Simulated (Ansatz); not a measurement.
# GeAs (doublet): the correlation ladder, cc-pVTZ

The task here is to estimate one member of a computed series from the others.

Program: Ansatz 0.2.0, Gaussian basis. Level of theory: cc-pVTZ, core rule «outside noble gas», up to 28 orbitals frozen. These are calculated values, not measurements.

The runs, in order: UHF; CCSD(T) on ROHF; CCSD(T) on UHF; BCCD(T) on ROHF; CISD as a restricted active space (open shells left free, so some higher excitations enter); CCSDT(Q) on ROHF; CCSDT(Q) on UHF; CASSCF and MRCISD+Q, 9 electrons in 8 orbitals; CASSCF and NEVPT2, 9 electrons in 8 orbitals.

15 further runs of the same task are left out: 4 that didn't finish, 11 set aside as unsound or not needed. Runs told in other sessions of the task aren't counted.

## What is computed

The geometry is a PBE0/def2-TZVP stationary point (not a proven minimum) of the parent state, kept for this charge and spin. No spin-orbit coupling is included. The filled d shell of Ge, As may be among the frozen orbitals whatever the setting's name suggests.

2 atoms, charge 0, spin multiplicity 2.

Atoms are counted from 1 here; the program's logs count them from 0.

Bond lengths: Ge1–As2 2.531 Å.

Coordinates:

```xyz
2

Ge    0.0000    0.0000    0.0000
As    0.0000    0.0000    2.5311
```

The first run:

Contents of in.yaml:

```yaml
crystal:
  periodic: [false, false, false]
  atoms:
    - {symbol: Ge, position_ang: [0.000000, 0.000000, 0.000000]}
    - {symbol: As, position_ang: [0.000000, 0.000000, 2.531100]}
basis:
  gaussian: {orbitals: cc-pVTZ}
magnetization: {spin_polarized: true, initial_magnetization: 1}
hamiltonian: {xc: hf}
output: {orbitals: {seedname: orbitals}}
```

The run is started by

```
$ ansatz run in.yaml --threads 1 --pin off --events-out ev --progress --plain --max-ram 2393MiB
```

Steps of the session up to this table: UHF; CCSD(T) on ROHF; CCSD(T) on UHF; BCCD(T) on ROHF; CISD as a restricted active space (open shells left free, so some higher excitations enter); CCSDT(Q) on ROHF; CCSDT(Q) on UHF; CASSCF and MRCISD+Q, 9 electrons in 8 orbitals; CASSCF and NEVPT2, 9 electrons in 8 orbitals.

One table of the session follows, with a row left open; its other results are not shown here.

It belongs to the step «Misses and costs». 

```
          method  from RCCSDT(Q) (kJ/mol)
            ROHF                   +642.7
             UHF                   +563.3
            RMP2                   +114.4
            UMP2                   +152.5
            CISD                   +107.6
           RCCSD                    +52.9
           UCCSD                    +50.5
        RCCSD(T)                     +9.0
        UCCSD(T)                    +16.4
         BCCD(T)                    +10.1
          RCCSDT                     +4.8
          UCCSDT                     +4.8
       RCCSDT(Q)                        0
       UCCSDT(Q)                     -0.9
  CASSCF valence                   +431.9
  NEVPT2 valence                    +92.0
  MRCISD valence                        ?
MRCISD+Q valence                     +4.3
```

Estimate the missing values for MRCISD valence.

The run gave: from RCCSDT(Q) (kJ/mol): +40.5. In the column «from RCCSDT(Q) (kJ/mol)» it lies between UCCSD(T) (+16.4) and UCCSD (+50.5).

Caveats from the session: The determinant of HF (⟨S²⟩ 1.57) is far from a pure spin state, so its energy mixes those of several spin states; that is harmless only where they are near-degenerate. The determinant of CCSD(T) (⟨S²⟩ 1.57) is far from a pure spin state, so its energy mixes those of several spin states; high orders of coupled cluster remove much of that, low ones don't. The determinant of CCSDT(Q) (⟨S²⟩ 1.57) is far from a pure spin state, so its energy mixes those of several spin states; high orders of coupled cluster remove much of that, low ones don't. Warnings: spin contamination; large T1 diagnostic. Restricted and unrestricted rows rest on different reference determinants; a gap between their highest levels can come from leftover correlation error, from unlike frozen cores or from another state.
